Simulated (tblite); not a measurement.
# CH11ClSi4: the cost of one run

Programs: tblite 0.8.0 and PySCF 2.14.0, with density-fitted response routines of our own. Each step states its level of theory. These are calculated values for one molecule in the gas phase, unless marked as measured. Atoms are numbered from 0 throughout.

## Step 1: Starting geometry

17 atoms, charge 0, multiplicity 1; geometry from: force field or distance geometry start.

Bonds of the start (Å): Si0–Si1 2.22, Si1–Si2 2.20, Si2–Si3 2.22, Si3–C4 1.86, C4–Cl5 1.78, Si0–H6 1.48, Si0–H7 1.48, Si0–H8 1.48, Si1–H9 1.48, Si1–H10 1.47, Si2–H11 1.48, Si2–H12 1.46, Si3–H13 1.48, Si3–H14 1.47, C4–H15 1.11, C4–H16 1.12.

## Step 2: Relaxing the molecule with GFN2-xTB

The job: settings as JSON, then the geometry in Å.

```
{"job": {"kind": "relax", "xc": "GFN2-xTB", "basis": "xTB"}, "charge": 0, "multiplicity": 1}
Si     2.995700     0.706300    -0.126100
Si     1.743600    -1.036400     0.449500
Si    -0.180800    -0.955500    -0.622300
Si    -1.900800    -0.375500     0.658900
C     -2.810700     0.981900    -0.230400
Cl    -2.567100     2.552600     0.561800
H      4.030500     0.242400    -1.069300
H      3.709600     1.287200     1.034600
H      2.161900     1.715900    -0.807400
H      1.503300    -1.139200     1.901300
H      2.471600    -2.244300     0.020400
H     -0.039600     0.064200    -1.683700
H     -0.484900    -2.222000    -1.291000
H     -2.863100    -1.497100     0.794000
H     -1.512300     0.095200     1.994100
H     -3.891800     0.749700    -0.334000
H     -2.372200     1.086500    -1.260400
```

On the command line:

```bash
> OMP_NUM_THREADS=1 python probes_run.py task.json out
```

One launch serves the whole session: the jobs run in the order shown.

Q: Estimate the wall time and peak memory of this first job on 1 thread of Arm Neoverse N1, shared host.

About 4 s, with a peak of 0.18 GiB.
